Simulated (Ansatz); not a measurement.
# Ge₂HF (singlet): wave-function methods side by side, cc-pVDZ

One table from this session's results is given with a row withheld; the runs are named, their logs left out.

Computed with Ansatz 0.2.0, Gaussian basis. Level: cc-pVDZ, core rule «outside noble gas», up to 29 orbitals frozen.

To be run: UHF; CCSD(T) on RHF; CCSD(T) on UHF; BCCD(T) on RHF; CISD; CCSDT(Q) on RHF; CCSDT(Q) on UHF; CCSDTQ on RHF.

4 further runs of the same task are left out: 4 set aside as unsound or not needed. Runs told in other sessions of the task aren't counted.

### The geometry

The geometry is a PBE0/def2-TZVP stationary point (not a proven minimum). No spin-orbit coupling is included. The filled d shell of Ge may be among the frozen orbitals whatever the setting's name suggests.

4 atoms, charge 0, spin multiplicity 1.

Atoms are counted from 1 here; the program's logs count them from 0.

Bond lengths: F1–Ge2 2.007 Å, F1–Ge3 2.007 Å, Ge2–Ge3 2.395 Å, Ge2–H4 1.802 Å, Ge3–H4 1.802 Å. Angles: Ge2–F1–Ge3 73.3°, F1–Ge2–Ge3 53.4°, F1–Ge2–H4 76.5°, Ge3–Ge2–H4 48.4°, F1–Ge3–Ge2 53.4°, F1–Ge3–H4 76.5°, Ge2–Ge3–H4 48.4°, Ge2–H4–Ge3 83.3°.

Set-up of the first run:

in.yaml

```yaml
crystal:
  periodic: [false, false, false]
  atoms:
    - {symbol: F, position_ang: [-0.045817, -1.427113, -0.000001]}
    - {symbol: Ge, position_ang: [0.014783, 0.182489, -1.197682]}
    - {symbol: Ge, position_ang: [0.014783, 0.182488, 1.197682]}
    - {symbol: H, position_ang: [-1.267168, 0.596209, 0.000000]}
basis:
  gaussian: {orbitals: cc-pVDZ}
magnetization: {spin_polarized: true, initial_magnetization: 0}
hamiltonian: {xc: hf}
output: {orbitals: {seedname: orbitals}}
```

Command:

```sh
$ ansatz run in.yaml --threads 1 --pin off --events-out ev --progress --plain --max-ram 4096MiB --backend cpu
```

Steps of the session up to this table: UHF; CCSD(T) on RHF; CCSD(T) on UHF; BCCD(T) on RHF; CISD; CCSDT(Q) on RHF; CCSDT(Q) on UHF; CCSDTQ on RHF.

One table of the session follows, with a row left open; its other results are not shown here.

```
   method  from RCCSDTQ (meV)
      RHF                   ?
      UHF            +10673.7
     RMP2             +1180.2
    RCCSD              +395.1
 RCCSD(T)               +66.9
  BCCD(T)               +60.1
   RCCSDT               +31.1
RCCSDT(Q)                -1.6
  RCCSDTQ                   0
```

Q: Estimate the row for RHF from the others.

The run gave: from RCCSDTQ (meV): +10674.7. In the column «from RCCSDTQ (meV)» it is the highest.

Not comparable, so not listed: CCSD(T) on UHF; CCSDT(Q) on UHF (they don't share determinant, frozen orbitals or solution with the rows shown, or repeat one).
